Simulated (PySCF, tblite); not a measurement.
# C4HBCl2F2: geometry, infrared bands and NMR shifts

What infrared bands and NMR shifts should C4HBCl2F2 (`F/C=C(\F)C#CB(Cl)Cl`) show?

Programs: tblite 0.8.0 and PySCF 2.14.0, with density-fitted response routines of our own. Each step states its level of theory. These are calculated values for one molecule in the gas phase, unless marked as measured. Atoms count from 0, in the outputs and in this text.

### 1 The starting structure

10 atoms, charge 0, multiplicity 1; geometry from: force field or distance geometry start.

Bonds of the start (Å): F0–C1 1.34, C1–C2 1.34, C2–F3 1.36, C2–C4 1.43, C4–C5 1.20, C5–B6 1.56, B6–Cl7 1.86, B6–Cl8 1.86, C1–H9 1.09.

### 2 Geometry optimisation with GFN2-xTB

What the job is given:

```
{"job": {"kind": "relax", "xc": "GFN2-xTB", "basis": "xTB"}, "charge": 0, "multiplicity": 1}
F     -3.455300    -0.383700    -0.811100
C     -2.117400    -0.320600    -0.702000
C     -1.495400     0.061800     0.422000
F     -2.255800     0.434300     1.480000
C     -0.064000     0.086200     0.445200
C      1.139400     0.109700     0.434100
B      2.697500     0.123900     0.434000
Cl     3.523800    -1.271200    -0.477400
Cl     3.531700     1.779700     0.297500
H     -1.495500    -0.615400    -1.544700
```

Run with:

```sh
$ OMP_NUM_THREADS=1 python probes_run.py task.json out
```

The driver reads the jobs from task.json and runs them one after another.

**Question.** This job is followed by: GFN2-xTB harmonic vibrations, gas phase; GIAO PBE0/pcSseg-1 NMR shielding, non-relativistic, gas phase. What will the session give for the following? strongest single infrared mode (GFN2-xTB); zero-point energy (GFN2-xTB); ¹³C shifts against TMS (PBE0/pcSseg-1); ¹H shifts against TMS (PBE0/pcSseg-1); ¹⁹F shifts against CFCl3 (PBE0/pcSseg-1); ¹¹B shifts against BF3·OEt2 (PBE0/pcSseg-1); ³⁵Cl shifts against HCl (PBE0/pcSseg-1, means over atoms taken as alike).

The runs gave:

```
                                                                quantity                           value
                               strongest single infrared mode (GFN2-xTB)           1662 cm⁻¹, 249 km/mol
                                            zero-point energy (GFN2-xTB)                   25.9 kcal/mol
                                  ¹³C shifts against TMS (PBE0/pcSseg-1)  159.5, 141.6, 113.4, 110.9 ppm
                                   ¹H shifts against TMS (PBE0/pcSseg-1)                        7.22 ppm
                                ¹⁹F shifts against CFCl3 (PBE0/pcSseg-1)              -116.7, -143.0 ppm
                             ¹¹B shifts against BF3·OEt2 (PBE0/pcSseg-1)                        41.5 ppm
³⁵Cl shifts against HCl (PBE0/pcSseg-1, means over atoms taken as alike)                         277 ppm
```

What this shows: Over 94 steps the energy fell by 0.739 eV; of the close pairs, B6–Cl8 changed most, 1.859 to 1.717 Å. No mode is imaginary among the 24: a minimum at this level. The strongest single mode, at 1662 cm⁻¹, moves mainly C2 and C1. GFN2-xTB is a fitted tight-binding method: band positions and strengths are rough. Its intensities can rank the bands wrongly. At PBE0/pcSseg-1: The largest span, 545 ppm, is at Cl7, Cl8, where the paramagnetic term is -474 ppm.
